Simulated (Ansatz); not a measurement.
# FGeH₂I: taking an electron away

An exercise on one series of results from a longer session: the logs are not shown, and one member is left open.

Program: Ansatz 0.2.0, Gaussian basis. Level of theory: unrestricted cation, the program's frozen cores in correlated methods. These are calculated values, not measurements.

Plan: UKS PBE-D4/def2-TZVPP; UKS r2SCAN-D4/def2-TZVPP; UKS PBE0-D4/def2-TZVPP; UKS B3LYP-D4/def2-TZVPP; UKS wB97X-V/def2-TZVPP; UKS wB97M-V/def2-TZVPP; UKS B2PLYP/def2-TZVPP; UHF-CCSD(T)/def2-TZVPP; UHF-CCSD(T)/def2-QZVPP; extrapolation to the limit; then −ε(HOMO) from the neutral's earlier runs with LDA (SPW92), PBE-D4, revPBE-D4, BLYP-D4, r2SCAN-D4, B97M-V, PBE0-D4, B3LYP-D4, r2SCANh-D4, r2SCAN0-D4, HSE06-D4, BHLYP-D4, CAM-B3LYP-D4, LC-ωPBE, ωB97X-V, ωB97M-V.

**The relaxed structure**

An earlier PBE0-D4 in a triple-zeta def2 set relaxation fixed the geometry. I takes the def2 core potential; no spin-orbit term is included.

SMILES `[F][GeH2][I]`, 5 atoms, charge 0, spin multiplicity 1.

Atoms are counted from 1 here; the program's logs count them from 0.

Bond lengths: F1–Ge2 1.734 Å, Ge2–I3 2.492 Å, Ge2–H4 1.530 Å, Ge2–H5 1.530 Å. Angles: F1–Ge2–I3 107.2°, F1–Ge2–H4 106.6°, F1–Ge2–H5 106.6°, I3–Ge2–H4 110.0°, I3–Ge2–H5 110.0°, H4–Ge2–H5 116.0°.

Set-up of the first run:

Input file in.yaml:

```yaml
crystal:
  periodic: [false, false, false]
  atoms:
    - {symbol: F, position_ang: [-0.265395, -0.807048, 1.494545]}
    - {symbol: Ge, position_ang: [0.193992, -0.103245, -0.022083]}
    - {symbol: I, position_ang: [-1.690533, 1.351089, -0.758130]}
    - {symbol: H, position_ang: [0.375259, -1.262075, -1.004884]}
    - {symbol: H, position_ang: [1.436479, 0.747780, 0.249251]}
basis:
  gaussian: {orbitals: def2-TZVPP}
total_charge: 1
magnetization: {spin_polarized: true, initial_magnetization: 1}
hamiltonian: {xc: pbe, dispersion: d4}
```

On the command line:

```sh
$ ansatz run in.yaml --threads 2 --pin off --events-out ev --progress --plain --max-ram 32768MiB --backend cpu
```

Among the steps run: Cation, UKS PBE-D4/def2-TZVPP; Cation, UKS r2SCAN-D4/def2-TZVPP; Cation, UKS PBE0-D4/def2-TZVPP; Cation, UKS B3LYP-D4/def2-TZVPP; Cation, UKS wB97X-V/def2-TZVPP; Cation, UKS wB97M-V/def2-TZVPP; Cation, UKS B2PLYP (frozen core)/def2-TZVPP; Cation, UHF-CCSD(T)/def2-TZVPP; Cation, UHF-CCSD(T)/def2-QZVPP.

One of the session's tables, all rows but one given; the rest of the session is left out.

It belongs to the step «Ionisation energies side by side». Orbital estimates, from the neutral's runs:

```
  functional  −ε(HOMO) (eV)
 LDA (SPW92)           6.92
      PBE-D4           6.78
   revPBE-D4           6.73
     BLYP-D4           6.60
   r2SCAN-D4           7.09
      B97M-V           7.11
     PBE0-D4           7.94
    B3LYP-D4           7.69
  r2SCANh-D4           7.51
  r2SCAN0-D4           8.14
    HSE06-D4           7.55
    BHLYP-D4              ?
CAM-B3LYP-D4           9.19
     LC-ωPBE          10.54
     ωB97X-V          10.20
     ωB97M-V          10.06
```

Q: Estimate the row for BHLYP-D4 from the others.

Worked estimate for «−ε(HOMO) (eV)». Against the share of exact exchange, BLYP-D4 (0, 6.60), B3LYP-D4 (0.2, 7.69) give a slope of 5.45 per unit share; at 0.5 the line stands at 9.32.

The run gave: −ε(HOMO) (eV): 8.93. In «−ε(HOMO) (eV)» the line misses by +0.39.
